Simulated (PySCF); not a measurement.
**GaCl⁺: spin, charge, geometry and surroundings**

One physical setting of the base script is moved in each run, with the edits that it forces.

Computed with PySCF 2.14.0. Level: method and basis as typed in the scripts.

1 further run of the same task is left out (it didn't finish).

## 1. The system as given

GaCl⁺: 2 atoms, charge 1, spin multiplicity 2.

Bond lengths: Ga1–Cl2 2.616 Å.

## 2. Base script

Contents of input.py:

```python
from pyscf import gto, scf, mp

mol = gto.M(
    atom='Ga 0 0 0; Cl 0 0 2.616',
    basis='6-31g*',
    charge=1,
    spin=1,
    verbose=3,
)
mf = scf.UHF(mol)
mf.kernel()
mp.MP2(mf).kernel()
mf.dip_moment()
print('orbital energies (hartree):', [e[max(0, n-3):n+3].round(4) for e, n in zip(mf.mo_energy, mol.nelec)])
```

Started as:

```console
OMP_NUM_THREADS=1 python input.py
```

Its log is not repeated here.

Base result: E(SCF) = -2382.178067 Eh, E(MP2) − E(SCF) = -0.35185 Eh, ⟨S²⟩ = 0.817.

The bond length is a typed value, not an optimised one. The dipole of an ion depends on the origin.

## 3. Charge +2 (singlet)

Edit 1 changes charge: 1 → 2; spin (2S): 1 → 0.

Contents of input.py:

```python
from pyscf import gto, scf, mp

mol = gto.M(
    atom='Ga 0 0 0; Cl 0 0 2.616',
    basis='6-31g*',
    charge=2,
    spin=0,
    verbose=3,
)
mf = scf.UHF(mol)
mf.kernel()
mp.MP2(mf).kernel()
mf.dip_moment()
print('orbital energies (hartree):', [e[max(0, n-3):n+3].round(4) for e, n in zip(mf.mo_energy, mol.nelec)])
```

Started as:

```console
OMP_NUM_THREADS=1 python input.py
```

## 4. Electric field 0.2 a.u.

Edit 2 changes electric field: none → 0.2 a.u.

Edit input.py of step 2 so:

```diff
@@ -10,2 +10,7 @@
 mf = scf.UHF(mol)
+field = 0.2  # electric field along z, atomic units
+h = mf.get_hcore() + field*mol.intor('int1e_r')[2]
+mf.get_hcore = lambda *args: h
+e_nuc = mol.energy_nuc() - field*mol.atom_charges() @ mol.atom_coords()[:, 2]
+mf.energy_nuc = lambda *args: e_nuc
 mf.kernel()
```

## 5. Bond 5.232 Å

Edit 3 changes bond length: 2.616 Å → 5.232 Å.

Edit input.py of step 2 so:

```diff
@@ -3,3 +3,3 @@
 mol = gto.M(
-    atom='Ga 0 0 0; Cl 0 0 2.616',
+    atom='Ga 0 0 0; Cl 0 0 5.232',
     basis='6-31g*',
```

## 6. Quartet

Edit 4 changes spin (2S): 1 → 3.

Edit input.py of step 2 so:

```diff
@@ -6,3 +6,3 @@
     charge=1,
-    spin=1,
+    spin=3,
     verbose=3,
```

## 7. Bond 2.433 Å

Edit 5 changes bond length: 2.616 Å → 2.433 Å.

Edit input.py of step 2 so:

```diff
@@ -3,3 +3,3 @@
 mol = gto.M(
-    atom='Ga 0 0 0; Cl 0 0 2.616',
+    atom='Ga 0 0 0; Cl 0 0 2.433',
     basis='6-31g*',
```

## 8. Bond 2.799 Å

Edit 6 changes bond length: 2.616 Å → 2.799 Å.

Edit input.py of step 2 so:

```diff
@@ -3,3 +3,3 @@
 mol = gto.M(
-    atom='Ga 0 0 0; Cl 0 0 2.616',
+    atom='Ga 0 0 0; Cl 0 0 2.799',
     basis='6-31g*',
```

Q: Predict the outcome of this session. Wanted: for each run, E(SCF); from base; gap, α spin; after the SCF.

The runs gave:

```csv
run,E(SCF) (hartree),from base (eV),"gap, α spin (eV)",after the SCF
base,-2382.178067,0,12.86,MP2 correlation -9.574 eV
charge +2 (singlet),-2381.520441,+17.8949,9.22,MP2 correlation -9.775 eV
electric field 0.2 a.u. (poor choice),-2384.264207,not comparable,9.02,MP2 correlation -8.338 eV
bond 5.232 Å,-2382.183906,-0.1589,11.01,MP2 correlation -9.298 eV
quartet,-2382.051923,+3.4326,7.70,MP2 correlation -8.942 eV
bond 2.433 Å,-2382.181428,-0.0915,12.75,MP2 correlation -9.748 eV
bond 2.799 Å,-2382.177771,+0.0081,12.94,MP2 correlation -9.480 eV
```

What this shows: The largest comparable shift of the SCF energy, +3.433 eV, comes with the run “quartet”. At the SCF level, going to the singlet with one electron fewer costs 17.89 eV at fixed geometry. The quartet solution found lies 3.43 eV above the base doublet at this geometry and level. With bond 5.232 Å the frontier gap moves by over 1.5 eV, which can mean another electronic state rather than the bond length alone. Rows marked «poor choice» come from settings spoiled on purpose.
